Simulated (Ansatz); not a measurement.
Run this with the Ansatz DFT code, driven from Python and show what comes out.

`run_robust.py`:
```python
"""Refuse a result for LaP that has doubts or was not closed by its thresholds."""

import warnings

import ansatz as az

FUNCTIONAL = "r2scan"
WIDTH_EV = 0.1
KMESH = (6, 6, 6)

lap = (
    az.Lattice.of([0.0, 3.0125, 3.0125], [3.0125, 0.0, 3.0125], [3.0125, 3.0125, 0.0])
    .atom("La", [0.0, 0.0, 0.0])
    .atom("P", [0.5, 0.5, 0.5])
)

base = (
    lap.calculation()
    .functional(FUNCTIONAL)
    .occupations(az.OccupationsMethod.COLD, width=WIDTH_EV)
    .kpoints(*KMESH, center="gamma")
)

with warnings.catch_warnings(record=True) as caught:
    warnings.simplefilter("always")
    outcome = base.forces().stress().run(threads=1, backend="cpu")
for item in caught:
    if issubclass(item.category, (az.RunWarning, az.DeckWarning)):
        print(item.category.__name__, "-", str(item.message)[:120])
data = outcome.report
doubts = data["published_state_doubts"]
if doubts or data.get("closed_by") != "deck_thresholds":
    print("rejected:", doubts, data.get("closed_by"))
else:
    print(f"accepted: F = {data['free_energy_ev']:.5f} eV")
```

```console
$ python run_robust.py
DeckWarning - basis.ecutwfc = 500 eV, auto-derived from the records' recommended cutoffs: set by La (their level for a meta-GGA)
accepted: F = -7027.47258 eV
```

Absolute energies stand on the zero of these potentials, so only differences at equal settings mean something. A total without «per atom» is that of the cell as typed. Cold and Methfessel-Paxton smearing aren't meant for a gap as narrow as their width. The starting cell is as deposited in a crystallographic database; the results hold for this polymorph, which needn't be the stable one. Timing: 3.1 s on 1 thread of Intel(R) Xeon(R) Platinum 8488C (Sapphire Rapids), on a shared host, peak memory 0.53 GiB.
